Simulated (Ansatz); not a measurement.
# GaAsH2 (triplet): the correlation ladder, cc-pVTZ

An exercise on one series of results from a longer session: the logs are not shown, and one member is left open.

The runs use Ansatz 0.2.0, Gaussian basis; cc-pVTZ, core rule «outside noble gas», up to 28 orbitals frozen.

The runs, in order: UHF; CCSD(T) on ROHF; CCSD(T) on UHF; BCCD(T) on ROHF; CCSDT(Q) on ROHF; CCSDT(Q) on UHF.

10 further runs of the same task are left out: 6 for a known fault of the program, 4 set aside as unsound or not needed. Runs told in other sessions of the task aren't counted.

### The geometry

The geometry is a PBE0/def2-TZVP stationary point (not a proven minimum) of the parent state, kept for this charge and spin. No spin-orbit coupling is included. The filled d shell of Ga, As may be among the frozen orbitals whatever the setting's name suggests.

4 atoms, charge 0, spin multiplicity 3.

Atoms are counted from 1 here; the program's logs count them from 0.

Bond lengths: Ga1–As2 2.303 Å, Ga1–H3 1.568 Å, Ga1–H4 1.568 Å. Angles: As2–Ga1–H3 118.9°, As2–Ga1–H4 118.9°, H3–Ga1–H4 122.1°.

The first run:

Contents of in.yaml:

```yaml
crystal:
  periodic: [false, false, false]
  atoms:
    - {symbol: Ga, position_ang: [0.000000, 0.000000, 1.166243]}
    - {symbol: As, position_ang: [0.000000, 0.000000, -1.137111]}
    - {symbol: H, position_ang: [0.000000, 1.371735, 1.924811]}
    - {symbol: H, position_ang: [0.000000, -1.371735, 1.924811]}
basis:
  gaussian: {orbitals: cc-pVTZ}
magnetization: {spin_polarized: true, initial_magnetization: 2}
hamiltonian: {xc: hf}
output: {orbitals: {seedname: orbitals}}
```

The run is started by

```
$ ansatz run in.yaml --threads 1 --pin off --events-out ev --progress --plain --max-ram 4096MiB --backend cpu
```

Among the steps run: UHF; CCSD(T) on ROHF; CCSD(T) on UHF; BCCD(T) on ROHF; CCSDT(Q) on ROHF; CCSDT(Q) on UHF.

One table of the session follows, with a row left open; its other results are not shown here.

It belongs to the step «Misses and costs». 

```
   method  from UCCSDT(Q) (kJ/mol)
     ROHF                        ?
      UHF                   +537.9
     RMP2                   +104.8
     UMP2                   +107.3
    RCCSD                    +22.0
    UCCSD                    +20.7
 RCCSD(T)                     +4.4
 UCCSD(T)                     +3.7
  BCCD(T)                     +4.4
   RCCSDT                     +1.5
   UCCSDT                     +0.6
RCCSDT(Q)                     +0.8
UCCSDT(Q)                        0
```

Estimate the missing values for ROHF.

As computed: from UCCSDT(Q) (kJ/mol): +551.8. In the column «from UCCSDT(Q) (kJ/mol)» it is the highest.

Caveats from the session: Restricted and unrestricted rows rest on different reference determinants; a gap between their highest levels can come from leftover correlation error, from unlike frozen cores or from another state.
